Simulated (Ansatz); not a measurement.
# C₂H₁₀AlNSi: one species, many methods

The task here is to estimate one member of a computed series from the others.

Method: functionals in def2-TZVPP, the program's frozen cores in correlated methods; program: Ansatz 0.2.0, Gaussian basis.

Levels to be run: LDA (SPW92), PBE-D4, revPBE-D4, BLYP-D4, r2SCAN-D4, B97M-V, PBE0-D4, B3LYP-D4, r2SCANh-D4, r2SCAN0-D4, HSE06-D4, BHLYP-D4, CAM-B3LYP-D4, LC-ωPBE, ωB97X-V, ωB97M-V, B2PLYP, PBE-QIDH; CCSD(T)/def2-SVP; CCSD(T)/def2-TZVPP; MP2/def2-QZVPP; extrapolation to the limit; RPA on PBE.

## The geometry

The geometry comes from an earlier relaxation with PBE0-D4 in a triple-zeta def2 set; it is a stationary point, not always the lowest conformer.

15 atoms, charge 0, spin multiplicity 1.

Atoms are counted from 1 here; the program's logs count them from 0.

Bond lengths: C1–Al2 1.949 Å, C1–H6 1.093 Å, C1–H7 1.095 Å, C1–H8 1.095 Å, Al2–N3 1.776 Å, Al2–H9 1.588 Å, N3–C4 1.455 Å, N3–H10 1.010 Å, C4–Si5 1.887 Å, C4–H11 1.099 Å, C4–H12 1.095 Å, Si5–H13 1.490 Å, Si5–H14 1.491 Å, Si5–H15 1.488 Å. Angles: Al2–C1–H6 112.6°, Al2–C1–H7 111.1°, Al2–C1–H8 111.0°, H6–C1–H7 107.7°, H6–C1–H8 107.6°, H7–C1–H8 106.5°, C1–Al2–N3 119.6°, C1–Al2–H9 125.0°, N3–Al2–H9 115.4°, Al2–N3–C4 128.2°, Al2–N3–H10 120.0°, C4–N3–H10 111.7°, N3–C4–Si5 111.2°, N3–C4–H11 112.1°, N3–C4–H12 109.2°, Si5–C4–H11 110.2°, Si5–C4–H12 108.3°, H11–C4–H12 105.6° and more.

The first run:

The input, in.yaml:

```yaml
crystal:
  periodic: [false, false, false]
  atoms:
    - {symbol: C, position_ang: [-2.238783, 1.277325, 1.713054]}
    - {symbol: Al, position_ang: [-1.547854, 0.261302, 0.200520]}
    - {symbol: N, position_ang: [0.066888, -0.470723, 0.299568]}
    - {symbol: C, position_ang: [0.779801, -1.220477, -0.723447]}
    - {symbol: Si, position_ang: [2.338440, -0.309829, -1.274381]}
    - {symbol: H, position_ang: [-1.542700, 1.301883, 2.555396]}
    - {symbol: H, position_ang: [-3.182517, 0.855831, 2.073473]}
    - {symbol: H, position_ang: [-2.449800, 2.312803, 1.427073]}
    - {symbol: H, position_ang: [-2.322873, 0.020850, -1.164060]}
    - {symbol: H, position_ang: [0.626137, -0.348249, 1.131955]}
    - {symbol: H, position_ang: [1.031969, -2.236945, -0.391263]}
    - {symbol: H, position_ang: [0.129111, -1.347688, -1.595474]}
    - {symbol: H, position_ang: [3.178804, -0.022875, -0.077632]}
    - {symbol: H, position_ang: [3.146273, -1.108415, -2.239704]}
    - {symbol: H, position_ang: [1.965204, 0.984506, -1.905779]}
basis:
  gaussian: {orbitals: def2-TZVPP}
hamiltonian: {xc: lda}
output: {orbitals: {seedname: orbitals}}
```

Command:

```
> ansatz run in.yaml --threads 4 --pin off --events-out ev --progress --plain --max-ram 10444MiB
```

Steps of the session up to this table: LDA; PBE-D4 (GGA); revPBE-D4 (GGA); BLYP-D4 (GGA); r2SCAN-D4 (meta-GGA); B97M-V (meta-GGA); PBE0-D4 (hybrid); B3LYP-D4 (hybrid); r2SCANh-D4 (hybrid); r2SCAN0-D4 (hybrid); HSE06-D4 (hybrid); BHLYP-D4 (hybrid); CAM-B3LYP-D4 (range-separated); LC-ωPBE (range-separated); ωB97X-V (range-separated); ωB97M-V (range-separated); B2PLYP (double hybrid); PBE-QIDH (double hybrid).

One of the session's tables, all rows but one given; the rest of the session is left out.

It belongs to the step «Orbital energies across the functionals». 

```
  functional  HOMO (eV)  gap (eV)
 LDA (SPW92)      -5.54      4.22
      PBE-D4          ?         ?
   revPBE-D4      -5.32      4.33
     BLYP-D4      -5.26      4.28
   r2SCAN-D4      -5.59      4.83
      B97M-V      -5.73      4.74
     PBE0-D4      -6.58      6.24
    B3LYP-D4      -6.38      5.84
  r2SCANh-D4      -6.04      5.54
  r2SCAN0-D4      -6.74      6.60
    HSE06-D4      -6.18      5.48
    BHLYP-D4      -7.72      8.14
CAM-B3LYP-D4      -7.94      8.52
     LC-ωPBE      -9.28     10.94
     ωB97X-V      -8.94     10.45
     ωB97M-V      -8.85     10.07
```

Q: Estimate the row for PBE-D4 from the others.

The run gave: HOMO (eV): -5.39; gap (eV): 4.28. In the column «HOMO (eV)» it lies between LDA (SPW92) (-5.54) and revPBE-D4 (-5.32).
